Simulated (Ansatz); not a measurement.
# ClFH4OSi2: up Jacob's ladder to CCSD(T)

The task here is to estimate one member of a computed series from the others.

Computed with Ansatz 0.2.0, Gaussian basis. Level: functionals in def2-TZVPP, the program's frozen cores in correlated methods.

Levels to be run: PBE-D4, r2SCAN-D4, PBE0-D4, B3LYP-D4, ωB97X-V, ωB97M-V, B2PLYP; CCSD(T)/def2-TZVPP; MP2/def2-QZVPP; extrapolation to the limit.

**The relaxed structure**

The geometry comes from an earlier relaxation with PBE0-D4 in a triple-zeta def2 set; it is a stationary point, not always the lowest conformer.

SMILES `O[SiH](Cl)[SiH2]F`, 9 atoms, charge 0, spin multiplicity 1.

Atoms are counted from 1 here; the program's logs count them from 0.

Bond lengths: O1–Si2 1.638 Å, O1–H6 0.959 Å, Si2–Cl3 2.063 Å, Si2–Si4 2.352 Å, Si2–H7 1.479 Å, Si4–F5 1.609 Å, Si4–H8 1.485 Å, Si4–H9 1.487 Å. Angles: Si2–O1–H6 118.1°, O1–Si2–Cl3 111.1°, O1–Si2–Si4 111.4°, O1–Si2–H7 105.8°, Cl3–Si2–Si4 106.7°, Cl3–Si2–H7 107.7°, Si4–Si2–H7 114.2°, Si2–Si4–F5 106.7°, Si2–Si4–H8 112.5°, Si2–Si4–H9 111.9°, F5–Si4–H8 108.4°, F5–Si4–H9 107.6°, H8–Si4–H9 109.5°.

Set-up of the first run:

Contents of in.yaml:

```yaml
crystal:
  periodic: [false, false, false]
  atoms:
    - {symbol: O, position_ang: [-2.024865, -0.242164, -0.072309]}
    - {symbol: Si, position_ang: [-0.586315, -0.519369, 0.660092]}
    - {symbol: Cl, position_ang: [-0.453269, 0.506250, 2.445342]}
    - {symbol: Si, position_ang: [1.210963, 0.208501, -0.671368]}
    - {symbol: F, position_ang: [0.831237, 1.682157, -1.194724]}
    - {symbol: H, position_ang: [-2.211215, 0.647272, -0.379939]}
    - {symbol: H, position_ang: [-0.564751, -1.965759, 0.970554]}
    - {symbol: H, position_ang: [2.482746, 0.294088, 0.089584]}
    - {symbol: H, position_ang: [1.404067, -0.657274, -1.864433]}
basis:
  gaussian: {orbitals: def2-TZVPP}
hamiltonian: {xc: pbe, dispersion: d4}
output: {forces: true, orbitals: {seedname: orbitals}}
```

The run is started by

```
$ ansatz run in.yaml --threads 4 --pin off --events-out ev --progress --plain --max-ram 10444MiB
```

Steps of the session up to this table: PBE-D4 (GGA); r2SCAN-D4 (meta-GGA); PBE0-D4 (hybrid); B3LYP-D4 (hybrid); ωB97X-V (range-separated); ωB97M-V (range-separated); B2PLYP (double hybrid); CCSD(T) in def2-TZVPP; MP2 in def2-QZVPP.

One of the session's tables, all rows but one given; the rest of the session is left out.

It belongs to the step «Atomisation energies». 

```
            method  atomisation energy (kJ/mol)
            PBE-D4                       3121.3
         r2SCAN-D4                       3118.7
           PBE0-D4                       3071.5
          B3LYP-D4                       3088.7
           ωB97X-V                       3133.4
           ωB97M-V                       3118.9
            B2PLYP                       3065.1
     HF/def2-TZVPP                       2295.6
    MP2/def2-TZVPP                       3098.1
   CCSD/def2-TZVPP                            ?
CCSD(T)/def2-TZVPP                       3027.1
           MP2/CBS                       3202.3
       CCSD(T)/CBS                       3131.4
```

Q: Estimate the row for CCSD/def2-TZVPP from the others.

The run gave: atomisation energy (kJ/mol): 2983.5. In the column «atomisation energy (kJ/mol)» it lies between HF/def2-TZVPP (2295.6) and CCSD(T)/def2-TZVPP (3027.1).

To keep in mind: Free atoms (1 O, 2 Si, 1 Cl, 1 F, 4 H) were run apart at each level; the atomisation energy is their sum less the molecule, without zero-point or spin-orbit terms.
